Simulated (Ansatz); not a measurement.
This script makes a ranking of polymorphs by energy of 2 structures of NaHF2 with the Python package of Ansatz (0.2.0).

Script `run_polymorphs.py`:
```python
'''Polymorphs of NaHF2, at the given cells.'''

import warnings

import ansatz as az
import numpy as np
import spglib
from tabulate import tabulate

K_SPACING = 0.52
SMEARING = 'fermi_dirac'
SMEARING_WIDTH = 0.01

PHASES = {
    'R-3m': (
        [(1.737, 1.00285742, 4.58333333), (-1.737, 1.00285742, 4.58333333), (0.0, -2.00571484, 4.58333333)],
        [
            ('Na', (0.0, 0.0, 0.0)),
            ('H', (0.5, 0.5, 0.5)),
            ('F', (0.4176, 0.4176, 0.4176)),
            ('F', (0.5824, 0.5824, 0.5824)),
        ],
    ),
    'C2': (
        [(2.53409, -2.861674, 0.0), (2.53409, 2.861674, 0.0), (-0.516493, 0.0, 3.202842)],
        [
            ('Na', (0.262752, 0.737248, 0.5)),
            ('H', (0.901683, 0.098317, 0.0)),
            ('F', (0.123141, 0.283474, 0.89062)),
            ('F', (0.716526, 0.876859, 0.10938)),
        ],
    ),
}


def build(vectors, sites):
    crystal = az.Crystal(lattice=az.Lattice.of(vectors))
    for symbol, position in sites:
        crystal = crystal.atom(symbol, position)
    return crystal


def solve(name, crystal):
    calc = crystal.calculation()
    calc = calc.basis(10 * az.Ha, density_ratio=6)
    calc = calc.functional(az.Functional.PBESOL)
    calc = calc.mixing('broyden', preconditioner='kerker')
    calc = calc.kpoints(spacing=K_SPACING)
    calc = calc.occupations(SMEARING, width=SMEARING_WIDTH).stress()
    calc = calc.band_table()
    return calc.run(threads=1)


def volume_per_atom(outcome):
    return abs(np.linalg.det(outcome.lattice.cell_ang)) / len(outcome.lattice.sites)


def pressure_gpa(outcome):
    return float(np.trace(outcome.report['stress_gpa']) / 3)


def space_group(outcome):
    sites = outcome.report['lattice']['sites']
    kinds = sorted({site['symbol'] for site in sites})
    cell = (outcome.lattice.cell_ang, [site['position_frac'] for site in sites], [kinds.index(site['symbol']) for site in sites])
    return spglib.get_spacegroup(cell, symprec=0.01)

warnings.simplefilter('ignore', az.DeckWarning)

phases = {name: build(*cell) for name, cell in PHASES.items()}

done = {name: solve(name, crystal) for name, crystal in phases.items()}

energy = {name: o.report['energy_sigma0_ev'] / len(o.lattice.sites) for name, o in done.items()}
lowest = min(energy.values())
rows = [(name, len(o.lattice.sites), 1000 * (energy[name] - lowest), volume_per_atom(o), pressure_gpa(o), space_group(o)) for name, o in done.items()]
rows.sort(key=lambda row: row[2])
print(tabulate(rows, headers=['phase', 'atoms', 'dE (meV/atom)', 'V (A^3/atom)', 'P (GPa)', 'space group'], floatfmt='.4f', tablefmt='rst'))
```

Which of these structures comes out lowest, and how far apart are they?

By space group at the end of each run: R-3m (+0 meV an atom, 12.0 Å³) and C2 (+62 meV an atom, 11.6 Å³).

The output:

Running `python run_polymorphs.py` prints:
```text
=======  =======  ===============  ==============  =========  =============
phase      atoms    dE (meV/atom)    V (A^3/atom)    P (GPa)  space group
=======  =======  ===============  ==============  =========  =============
R-3m           4           0.0000         11.9760     1.1463  R-3m (166)
C2             4          61.7681         11.6131    -0.3914  C2 (5)
=======  =======  ===============  ==============  =========  =============
```

Notes:
- The settings weren't tested for convergence.
- The cutoff lies under the one recommended for these potentials.
- Under the recommended cutoff a pressure can be off by several GPa, even in sign.
- Pressure is positive in compression.
- The cells come from databases of deposited and of computed structures, and not all need be stable phases.
- The ranking holds among these structures alone, at zero temperature; the ground state may be another structure. Differences under 10 to 15 meV an atom lie within the error of mesh and functional.
- The script silences the warnings on its input, which a real study should read.
- The whole script took 2.8 s on 1 thread of Arm Neoverse V1, on a shared host, peak memory 0.34 GiB.
